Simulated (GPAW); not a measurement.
# RuAu in GPAW: the effect of functional

The system is RuAu.

```xyz
2
Lattice="3.1648 0.0000 0.0000 0.0000 3.1648 0.0000 0.0000 0.0000 3.1648" Properties=species:S:1:pos:R:3 pbc="T T T"
Ru    0.0000    0.0000    0.0000
Au    1.5824    1.5824    1.5824
```

The cell was built by a generator and needn't be a form met in nature.

Alike in all runs:

```yaml
Program: GPAW 26.7.0
Task: band structure
Cutoff: 600 eV
Basis: pw
k_mesh: 8 × 8 × 8
Occupations: fermi-dirac, width 0.05 eV
Spin: no spin polarisation
```

| functional | potentials or basis | pressure (GPa) |
| --- | --- | --- |
| LDA | the program's PAW data sets (release 1.2.1) made for this functional | -11.7 |
| AM05 | PAW data sets generated in the run's folder for this functional | -8.2 |
| revPBE | the program's PAW data sets (release 1.2.1) made for this functional | 4.9 |
| SCAN | GPAW PAW data sets (gpaw-data 1.2.1) | ? |
| BLYP | PAW data sets generated in the run's folder for this functional | 14.0 |
| PW91 | PAW data sets generated in the run's folder for this functional | 2.5 |
| TPSS | GPAW PAW data sets (gpaw-data 1.2.1) | -3.7 |
| r2SCAN | GPAW PAW data sets (gpaw-data 1.2.1) | -1.7 |

Q: What does the run with functional SCAN give?

A: Pressure -6.0 GPa.

Caveats: with this Au data set, volumes or pressures lay over 1.5 % or 2 GPa off other programs in two to four cells of ten; the PAW data sets were made with another functional, which shifts forces and pressure a little (some runs).

Runs at the PBE level aren't shown here.
